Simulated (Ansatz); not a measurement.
# Ti: the cost of one run

All numbers are computed with the Python package of Ansatz 0.2.0. Level of theory: DFT r2SCAN, plane waves, PAW.

This is Ti in the fcc structure; at room conditions it is hcp.

## 1. Starting point

Ti Fm-3m: It takes space group Fm-3m (No. 225, cubic). The conventional cell has a = 4.130 Å, b = 4.130 Å, c = 4.130 Å, α = 90.00°, β = 90.00°, γ = 90.00°. Around Ti (site symmetry m-3m) lie 12 Ti at 2.92 Å.

Ti Pm-3m: The structure is cubic, space group Pm-3m (No. 221). The conventional cell has a = 2.690 Å, b = 2.690 Å, c = 2.690 Å, α = 90.00°, β = 90.00°, γ = 90.00°. Ti (site symmetry m-3m) is surrounded by 6 Ti at 2.69 Å.

The script holds or builds the structure itself.

## 2. The script

transition_ti.py

```python
import warnings

import ansatz as az
import numpy as np

MAX_SCF = 150
KSPACING = 0.39
FILLING = "cold"
SMEARING_WIDTH = 0.05


def fcc(a_site, a):
    return (
        az.Lattice.fcc(a)
        .space_group(225)
        .atom(a_site, (0, 0, 0))
        .primitive()
    )


def sc(first, a):
    return (
        az.Lattice.cubic(a)
        .space_group(221)
        .atom(first, (0, 0, 0))
    )


def ground_state(name, crystal, pressure=0.0):
    calc = (
        crystal.calculation()
        .scf(max_iterations=MAX_SCF, lower_state_search="standard")
        .mixing("msr1")
        .functional(az.Functional.R2SCAN)
        .basis(21 * az.Ha)
        .eigensolver("davidson", mixed_precision=False)
        .kpoints(spacing=KSPACING)
        .occupations(FILLING, width=SMEARING_WIDTH)
    )
    calc = calc.relax(force_tolerance=0.01, max_steps=40, cell=True, pressure=pressure)
    return calc.run(threads=1)


def volume_per_atom(outcome):
    return abs(np.linalg.det(outcome.lattice.cell_ang)) / len(outcome.lattice.sites)

warnings.simplefilter("ignore", az.DeckWarning)

phases = {}
phases["fcc"] = fcc("Ti", 4.13)
phases["sc"] = sc("Ti", 2.69)

pressures = [0, 20, 40, 60]
enthalpy, volume = {name: [] for name in phases}, {name: [] for name in phases}
for p in pressures:
    for name, crystal in phases.items():
        o = ground_state(name, crystal, pressure=p)
        volume[name].append(volume_per_atom(o))
        enthalpy[name].append(o.report["energy_sigma0_ev"] / len(o.lattice.sites) + p * volume[name][-1] / 160.21766)
gap = np.array(enthalpy["sc"]) - np.array(enthalpy["fcc"])
rows = [(p, va, vb, 1000 * d) for p, va, vb, d in zip(pressures, volume["fcc"], volume["sc"], gap)]
print("| P (GPa) | V fcc (A^3/atom) | V sc (A^3/atom) | H(sc) - H(fcc) (meV/atom) |")
print("| --- | --- | --- | --- |")
for row in rows:
    print(f"| {row[0]:d} | {row[1]:.3f} | {row[2]:.3f} | {row[3]:+.1f} |")
crossings = [p0 - g0 * (p1 - p0) / (g1 - g0) for p0, p1, g0, g1 in zip(pressures, pressures[1:], gap, gap[1:]) if g0 * g1 < 0]
print("crossing near", [round(float(p), 1) for p in crossings], "GPa") if crossings else print("no crossing in this range")
```

## 3. The calls as engine input

The engine receives this input (first run):

```yaml
crystal:
  lattice:
    bravais: fcc
    a: 4.13
  space_group: 225
  atoms:
    - { symbol: Ti, position: [0.0, 0.0, 0.0] }
  reduce_to_primitive: true
basis:
  ecutwfc: 571.4391111657479
kpoints:
  mp_grid:
    kspacing: 0.39
hamiltonian:
  xc: r2scan
scf:
  max_iter: 150
  lower_state_search: standard
  mixing:
    algorithm: msr1
  occupations:
    method: cold
    width: 0.05
  eigensolver:
    kind: davidson
    mixed_precision: false
relax:
  f_tol: 0.01
  max_steps: 40
  cell:
    p_target: 0.0
```

## 4. Running it

On the command line:

```bash
> python transition_ti.py
```

Q: Estimate wall time and peak memory on 1 thread of Arm Neoverse V2, shared host.

About 51 s, with a peak of 0.42 GiB.
